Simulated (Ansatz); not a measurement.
# C2H7AlN2Si: one species, many methods

One table from this session's results is given with a row withheld; the runs are named, their logs left out.

The runs use Ansatz 0.2.0, Gaussian basis; functionals in def2-TZVPP, the program's frozen cores in correlated methods.

The runs, in order: PBE-D4, r2SCAN-D4, PBE0-D4, B3LYP-D4, ωB97X-V, ωB97M-V, B2PLYP; CCSD(T)/def2-TZVPP; MP2/def2-QZVPP; extrapolation to the limit.

### The geometry

All runs share one geometry, relaxed beforehand with PBE0-D4 in a triple-zeta def2 set.

13 atoms, charge 0, spin multiplicity 1.

Atoms are counted from 1 here; the program's logs count them from 0.

Bond lengths: Si1–N2 1.717 Å, Si1–H7 1.493 Å, Si1–H8 1.489 Å, Si1–H9 1.486 Å, N2–C3 1.405 Å, N2–H10 1.007 Å, C3–C4 1.331 Å, C3–H11 1.085 Å, C4–N5 1.453 Å, C4–Al6 1.859 Å, N5–Al6 1.746 Å, N5–H12 1.008 Å, Al6–H13 1.568 Å. Angles: N2–Si1–H7 114.3°, N2–Si1–H8 109.8°, N2–Si1–H9 106.9°, H7–Si1–H8 106.8°, H7–Si1–H9 108.7°, H8–Si1–H9 110.5°, Si1–N2–C3 124.9°, Si1–N2–H10 119.4°, C3–N2–H10 115.0°, N2–C3–C4 124.8°, N2–C3–H11 115.5°, C4–C3–H11 119.7°, C3–C4–N5 130.2°, C3–C4–Al6 167.6°, N5–C4–Al6 62.2°, C4–N5–Al6 70.4°, C4–N5–H12 123.0°, Al6–N5–H12 163.3° and more.

Coordinates:

```xyz
13
charge 0, multiplicity 1
Si    0.89639   -2.32231    0.49311
N     0.27711   -0.72603    0.62524
C    -0.66799   -0.15614   -0.24445
C    -0.77876    1.14518   -0.49936
N     0.00678    2.26691   -0.01327
Al   -1.25873    2.85031   -1.06463
H     1.77391   -2.54573   -0.69365
H    -0.22865   -3.29112    0.38331
H     1.68649   -2.58126    1.72490
H     0.70378   -0.08180    1.27091
H    -1.35784   -0.85442   -0.70566
H     0.88159    2.15442    0.47429
H    -1.91368    4.10729   -1.73594
```

The first run:

Contents of in.yaml:

```yaml
crystal:
  periodic: [false, false, false]
  atoms:
    - {symbol: Si, position_ang: [0.896387, -2.322305, 0.493106]}
    - {symbol: N, position_ang: [0.277112, -0.726026, 0.625244]}
    - {symbol: C, position_ang: [-0.667987, -0.156142, -0.244447]}
    - {symbol: C, position_ang: [-0.778757, 1.145183, -0.499359]}
    - {symbol: N, position_ang: [0.006777, 2.266910, -0.013268]}
    - {symbol: Al, position_ang: [-1.258735, 2.850308, -1.064635]}
    - {symbol: H, position_ang: [1.773912, -2.545732, -0.693649]}
    - {symbol: H, position_ang: [-0.228652, -3.291117, 0.383312]}
    - {symbol: H, position_ang: [1.686488, -2.581260, 1.724902]}
    - {symbol: H, position_ang: [0.703782, -0.081804, 1.270907]}
    - {symbol: H, position_ang: [-1.357843, -0.854422, -0.705656]}
    - {symbol: H, position_ang: [0.881594, 2.154420, 0.474286]}
    - {symbol: H, position_ang: [-1.913678, 4.107288, -1.735943]}
basis:
  gaussian: {orbitals: def2-TZVPP}
hamiltonian: {xc: pbe, dispersion: d4}
output: {forces: true, orbitals: {seedname: orbitals}}
```

Command:

```console
ansatz run in.yaml --threads 4 --pin off --events-out ev --progress --plain --max-ram 10444MiB
```

Among the steps run: PBE-D4 (GGA); r2SCAN-D4 (meta-GGA); PBE0-D4 (hybrid); B3LYP-D4 (hybrid); ωB97X-V (range-separated); ωB97M-V (range-separated); B2PLYP (double hybrid); CCSD(T) in def2-TZVPP; MP2 in def2-QZVPP.

One table of the session follows, with a row left open; its other results are not shown here.

```
            method  atomisation energy (kJ/mol)
            PBE-D4                       4656.8
         r2SCAN-D4                       4549.9
           PBE0-D4                       4551.8
          B3LYP-D4                            ?
           ωB97X-V                       4572.1
           ωB97M-V                       4564.4
            B2PLYP                       4496.3
     HF/def2-TZVPP                       3106.5
    MP2/def2-TZVPP                       4470.9
   CCSD/def2-TZVPP                       4303.6
CCSD(T)/def2-TZVPP                       4389.0
           MP2/CBS                       4621.9
       CCSD(T)/CBS                       4540.0
```

**Question.** Estimate the row for B3LYP-D4.

The run gave: atomisation energy (kJ/mol): 4561.0. In the column «atomisation energy (kJ/mol)» it lies between PBE0-D4 (4551.8) and ωB97M-V (4564.4).

Limits of these values: Free atoms (1 Si, 2 N, 2 C, 1 Al, 7 H) were run apart at each level; the atomisation energy is their sum less the molecule, without zero-point or spin-orbit terms.
